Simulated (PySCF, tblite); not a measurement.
**trans-stilbene (C₁₄H₁₂): geometry, infrared bands, NMR shifts, spin-spin couplings and electronic excitations**

Aim: predict the infrared bands, NMR shifts, spin-spin couplings and electronic excitations of trans-stilbene (C₁₄H₁₂) (`C(=C\c1ccccc1)/c1ccccc1`).

Computed with tblite 0.8.0 and PySCF 2.14.0, with density-fitted response routines of our own, on a single molecule in the gas phase. Atoms are numbered from 0 throughout.

### 1 Starting geometry

26 atoms, charge 0, multiplicity 1; geometry from: force field or distance geometry start.

Bonds of the start (Å): C0–C1 1.34, C1–C2 1.49, C2–C3 1.38, C3–C4 1.40, C4–C5 1.40, C5–C6 1.39, C6–C7 1.39, C0–C8 1.47, C8–C9 1.41, C9–C10 1.40, C10–C11 1.39, C11–C12 1.39, C12–C13 1.40, C7–C2 1.40, C13–C8 1.41, C0–H14 1.09, C1–H15 1.07, C3–H16 1.09, C4–H17 1.08, C5–H18 1.09, C6–H19 1.08, C7–H20 1.09, C9–H21 1.08, C10–H22 1.08, C11–H23 1.09, C12–H24 1.09, C13–H25 1.07.

### 2 Geometry optimisation with GFN2-xTB

What the job is given:

```
{"job": {"kind": "relax", "xc": "GFN2-xTB", "basis": "xTB"}, "charge": 0, "multiplicity": 1}
C     -0.461500    -0.104200     0.597400
C      0.464200     0.105500    -0.350000
C      1.921100     0.126100    -0.057200
C      2.516800    -0.748900     0.831400
C      3.896400    -0.718900     1.063900
C      4.681800     0.200600     0.365000
C      4.099100     1.080100    -0.545900
C      2.724900     1.042000    -0.755000
C     -1.907800    -0.133400     0.319800
C     -2.723900    -1.038800     1.021800
C     -4.102300    -1.079200     0.798600
C     -4.691500    -0.204800    -0.107800
C     -3.903600     0.718100    -0.788400
C     -2.514300     0.755300    -0.584600
H     -0.196900    -0.255500     1.639100
H      0.190000     0.264900    -1.366800
H      1.925500    -1.491500     1.376900
H      4.354200    -1.413900     1.759300
H      5.759600     0.234100     0.541800
H      4.717400     1.792800    -1.078400
H      2.274500     1.735300    -1.469100
H     -2.279700    -1.726600     1.733000
H     -4.707100    -1.783700     1.355500
H     -5.767600    -0.238400    -0.278400
H     -4.355200     1.412500    -1.497900
H     -1.935100     1.493000    -1.109700
```

The run is started by

```bash
$ OMP_NUM_THREADS=2 python probes_run.py task.json out
```

This one command runs all jobs of the session in turn.

**Question.** This job is followed by: GFN2-xTB harmonic vibrations, gas phase; PBE0-D3(BJ)/def2-SVP geometry optimisation, gas phase; GIAO PBE0/pcSseg-1 NMR shielding, non-relativistic, gas phase; B3LYP/pcJ-1 indirect spin-spin coupling, non-relativistic, gas phase; TDDFT CAM-B3LYP/def2-SVPD, vertical, gas phase, core orbitals frozen in the response; GIAO WP04/pcSseg-1 NMR shielding, non-relativistic, gas phase. Predict these results of the whole session: strongest single infrared mode (GFN2-xTB); zero-point energy (GFN2-xTB); point group; rotational constants (main isotopes); ¹³C shifts against TMS (PBE0/pcSseg-1, means over atoms taken as alike); ¹H shifts against TMS (PBE0/pcSseg-1, means over atoms taken as alike); potential on the surface of density 0.002 e/bohr³, 1st and 99th percentile; largest coupling of the table (B3LYP/pcJ-1); lowest singlet (CAM-B3LYP/def2-SVPD); lowest triplet; range of the shift of C2 (with its like atoms).

As calculated:

| quantity | value |
| --- | --- |
| strongest single infrared mode (GFN2-xTB) | 3090 cm⁻¹, 114 km/mol |
| zero-point energy (GFN2-xTB) | 130.6 kcal/mol |
| point group | C2h |
| rotational constants (main isotopes) | 2.72, 0.26, 0.24 GHz |
| ¹³C shifts against TMS (PBE0/pcSseg-1, means over atoms taken as alike) | 141.0, 134.2, 133.4, 133.2, 131.9 ppm |
| ¹H shifts against TMS (PBE0/pcSseg-1, means over atoms taken as alike) | 7.67, 7.48, 7.32, 7.20 ppm |
| potential on the surface of density 0.002 e/bohr³, 1st and 99th percentile | -0.72 V and 1.01 V |
| largest coupling of the table (B3LYP/pcJ-1) | ¹J(C,H) C5–H18, 167.8 Hz (mean over like pairs) |
| lowest singlet (CAM-B3LYP/def2-SVPD) | 4.13 eV (300 nm), f = 0.921 |
| lowest triplet | 2.61 eV |
| range of the shift of C2 (with its like atoms) | 141.0 to 142.1 ppm |

What this shows: The lowest mode is slightly imaginary (6i cm⁻¹), a soft motion within the noise of the Hessian, so the minimum is not strictly shown. GFN2-xTB is a fitted tight-binding method: band positions and strengths are rough. Its intensities can rank the bands wrongly. The start of the PBE0/def2-SVP relaxation was shaken at random by about 0.01 Å, so part of the energy gained, and of the first lengths quoted, undoes that. Relaxing lowered the energy by 0.304 eV in 8 steps; the close pair that moved most is C12–H24, from 1.041 to 1.092 Å (PBE0/def2-SVP). No frequency check was run at this level, so the end point may be a saddle. NICS(1)zz of -26 ppm above the planar ring from C8 marks a diatropic (aromatic) ring current. Couplings across rotatable bonds belong to this one conformer; where others are populated, the observed values are averages. The lowest singlet, at 4.13 eV, is HOMO→LUMO 0.96 and is bright. The lowest triplet lies 1.52 eV below the lowest singlet (triplets in Tamm-Dancoff, singlets in full TDDFT). Across the 2 runs the shift of C2 (with its like atoms) moves most, between 141.0 (PBE0/pcSseg-1) and 142.1 ppm (WP04/pcSseg-1). The conformer search found further structures of the same energy, which may be mirror or relabelled copies of this one.
